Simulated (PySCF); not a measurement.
# C2H8GeO2: the cost of one run

Programs: PySCF 2.14.0, with density-fitted response routines of our own. Each step states its level of theory. These are calculated values for one molecule in the gas phase, unless marked as measured. Atoms count from 0, in the outputs and in this text.

### 1 The starting structure

13 atoms, charge 0, multiplicity 1; geometry from: GFN2-xTB. The atoms were then displaced at random by about 0.01 Å, so the start is not that level's minimum.

Bonds of the start (Å): C0–O1 1.38, O1–Ge2 1.74, Ge2–O3 1.80, O3–C4 1.39, C0–H5 1.10, C0–H6 1.10, C0–H7 1.09, Ge2–H8 1.52, Ge2–H9 1.49, C4–H10 1.10, C4–H11 1.09, C4–H12 1.11.

### 2 Geometry optimisation at PBE0-D3(BJ)/def2-SVP

The job: settings as JSON, then the geometry in Å.

```
{"job": {"xc": "PBE0", "basis": "def2-SVP", "d3": "d3bj", "grid": 1, "shake": 0.01, "kind": "geom"}, "charge": 0, "multiplicity": 1}
C     -1.953200     0.581520    -0.887160
O     -1.260810    -0.613010    -0.875620
Ge    -0.160200    -1.170340     0.350680
O      1.210450    -0.027800     0.572660
C      2.091930     0.410290    -0.410490
H     -1.331170     1.471380    -0.697340
H     -2.399910     0.706440    -1.886590
H     -2.760930     0.603820    -0.155550
H     -0.679540    -1.147630     1.776160
H      0.243810    -2.474500    -0.256750
H      2.632840     1.252860     0.043100
H      2.809160    -0.371220    -0.655480
H      1.563380     0.761340    -1.320910
```

Run with:

```bash
OMP_NUM_THREADS=1 python probes_run.py task.json out
```

This one command runs all jobs of the session in turn.

Q: Estimate the wall time and peak memory of this first job on 1 thread of Arm Neoverse V1, shared host.

About 1.7 min, with a peak of 0.54 GiB.
